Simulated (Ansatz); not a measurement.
I need a rigid scan of one bond angle of CH₃BSe₂, SMILES [Se]=CB[SeH]. Use the Ansatz DFT code, driven from Python. Level of theory (for the species named): PBE0, def2-SVP basis, multiplicity 1.

```
atom    x (Å)    y (Å)    z (Å)
  Se  -1.8462   1.8539   0.7112
   C  -0.5894   0.9002  -0.1823
   B   0.2966  -0.1566   0.4912
  Se   1.7742  -1.1504  -0.5775
   H  -0.4848   1.0985  -1.2600
   H   0.2144  -0.3603   1.6587
   H   0.6964  -2.2533  -0.8869
```

The script, `ch3bse2.py`:
```python
'''Energy of CH3BSe2 against one bond angle.'''

from dataclasses import dataclass
import logging
import sys

import ansatz
from ase import Atoms

logging.basicConfig(stream=sys.stdout, format='%(name)s: %(message)s')
log = logging.getLogger('ansatz_job')
log.setLevel(logging.INFO)


@dataclass
class Settings:
    basis_set: str = 'def2-SVP'
    functional: str = 'pbe0'
    fmax: float = 0.02


cfg = Settings()

atoms = Atoms(['Se', 'C', 'B', 'Se', 'H', 'H', 'H'], positions=[
    (-1.8462, 1.8539, 0.7112),
    (-0.5894, 0.9002, -0.1823),
    (0.2966, -0.1566, 0.4912),
    (1.7742, -1.1504, -0.5775),
    (-0.4848, 1.0985, -1.26),
    (0.2144, -0.3603, 1.6587),
    (0.6964, -2.2533, -0.8869),
])

# relax first, so that the scan starts from a minimum
first = ansatz.Crystal.molecule_from_ase(atoms).calculation()
first = first.basis(gaussian=cfg.basis_set)
first = first.functional(cfg.functional)
first = first.relax(force_tolerance=cfg.fmax, max_steps=80)
atoms.positions = first.run().report['positions_ang']

rows = []
for angle in [85, 95, 105, 115, 125, 140, 160]:
    bent = atoms.copy()
    bent.set_angle(2, 3, 6, angle, indices=[6])
    job = ansatz.Crystal.molecule_from_ase(bent).calculation()
    job = job.basis(gaussian=cfg.basis_set).functional(cfg.functional)
    rows.append((angle, job.run().report['free_energy_ev']))
floor = min(e for _, e in rows)
for angle, e in rows:
    log.info(f'angle B2-Se3-H6 = {angle:3d} deg   {1000 * (e - floor):9.1f} meV')
```

```console
$ python ch3bse2.py
ansatz_job: angle B2-Se3-H6 =  85 deg       102.3 meV
ansatz_job: angle B2-Se3-H6 =  95 deg         0.0 meV
ansatz_job: angle B2-Se3-H6 = 105 deg        33.6 meV
ansatz_job: angle B2-Se3-H6 = 115 deg       190.5 meV
ansatz_job: angle B2-Se3-H6 = 125 deg       455.9 meV
ansatz_job: angle B2-Se3-H6 = 140 deg      1012.8 meV
ansatz_job: angle B2-Se3-H6 = 160 deg      1866.5 meV
```

The scan is rigid, and the energies are electronic, in a modest basis. The zero is the lowest point of the grid, which needn't be the minimum. Timing: 3 min on 1 thread of Arm Neoverse V2 (shared host), peak memory 0.34 GiB.
